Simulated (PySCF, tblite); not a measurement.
# C₅H₁₁ClS₂Si: geometry, infrared bands and NMR shifts

What infrared bands and NMR shifts should C₅H₁₁ClS₂Si (`CC[Si@@H](Cl)SCC(C)=S`) show?

Programs: tblite 0.8.0 and PySCF 2.14.0, with density-fitted response routines of our own. Each step states its level of theory. These are calculated values for one molecule in the gas phase, unless marked as measured. Atoms count from 0, in the outputs and in this text.

## Step 1: The molecule as given

20 atoms, charge 0, multiplicity 1; geometry from: force field or distance geometry start.

Bonds of the start (Å): C0–C1 1.54, C1–Si2 1.85, Si2–Cl3 2.06, Si2–S4 2.15, S4–C5 1.81, C5–C6 1.51, C6–C7 1.50, C6–S8 1.69, C0–H9 1.10, C0–H10 1.09, C0–H11 1.09, C1–H12 1.10, C1–H13 1.09, Si2–H14 1.48, C5–H15 1.11, C5–H16 1.10, C7–H17 1.10, C7–H18 1.09, C7–H19 1.10.

## Step 2: Optimising the geometry with GFN2-xTB

The job: settings as JSON, then the geometry in Å.

```
{"job": {"kind": "relax", "xc": "GFN2-xTB", "basis": "xTB"}, "charge": 0, "multiplicity": 1}
C      4.027000    -0.126000    -0.642800
C      2.575400    -0.553600    -0.905800
Si     1.306800     0.169800     0.236900
Cl     1.204800     2.210800    -0.026200
S     -0.629400    -0.648100    -0.229800
C     -1.723100     0.165700     0.965400
C     -3.115500    -0.406400     0.856000
C     -3.960200    -0.016100    -0.322900
S     -3.693300    -1.498700     2.007100
H      4.136100     0.956700    -0.766100
H      4.338400    -0.383600     0.370800
H      4.688600    -0.624900    -1.344700
H      2.531000    -1.649300    -0.804800
H      2.328000    -0.316900    -1.936900
H      1.588400    -0.083600     1.664400
H     -1.324800     0.037300     1.993100
H     -1.769000     1.243100     0.760800
H     -3.656400    -0.601200    -1.204300
H     -3.833100     1.047300    -0.533300
H     -5.024800    -0.201000    -0.139800
```

Run with:

```console
OMP_NUM_THREADS=1 python probes_run.py task.json out
```

One launch serves the whole session: the jobs run in the order shown.

**Question.** This job is followed by: GFN2-xTB harmonic vibrations, gas phase; GIAO PBE0/pcSseg-1 NMR shielding, non-relativistic, gas phase. Predict these results of the whole session: strongest single infrared mode (GFN2-xTB); zero-point energy (GFN2-xTB); 13C shifts against TMS (PBE0/pcSseg-1); 1H shifts against TMS (PBE0/pcSseg-1, means over atoms taken as alike); 29Si shifts against TMS (PBE0/pcSseg-1); 35Cl shifts against HCl (PBE0/pcSseg-1); 33S shifts against CS2 (PBE0/pcSseg-1).

**Answer**, as computed:

```
                                                              quantity                                         value
                             strongest single infrared mode (GFN2-xTB)                          650 cm⁻¹, 283 km/mol
                                          zero-point energy (GFN2-xTB)                                 92.9 kcal/mol
                                13C shifts against TMS (PBE0/pcSseg-1)              271.4, 50.6, 41.0, 14.6, 8.7 ppm
1H shifts against TMS (PBE0/pcSseg-1, means over atoms taken as alike)  5.75, 4.17, 3.88, 3.23, 1.21, 1.16, 1.05 ppm
                               29Si shifts against TMS (PBE0/pcSseg-1)                                      21.1 ppm
                               35Cl shifts against HCl (PBE0/pcSseg-1)                                         1 ppm
                                33S shifts against CS2 (PBE0/pcSseg-1)                                 1083, -53 ppm
```

Relaxing lowered the energy by 0.220 eV in 96 steps; the close pair that moved most is C6–S8, from 1.689 to 1.623 Å. No mode is imaginary among the 54: a minimum at this level. The strongest single mode, at 650 cm⁻¹, moves mainly H14. Unscaled tight-binding wavenumbers are off by several per cent, some by more. Its intensities can rank the bands wrongly. C6 (thiocarbonyl carbon) lies farthest downfield among carbon, at 271.4 ppm; low-lying n→π* states of the double bond to the heteroatom give a large paramagnetic term (-343 ppm). At PBE0/pcSseg-1: The widest tensor belongs to S8: span 2376 ppm, with a paramagnetic part of -1635 ppm.
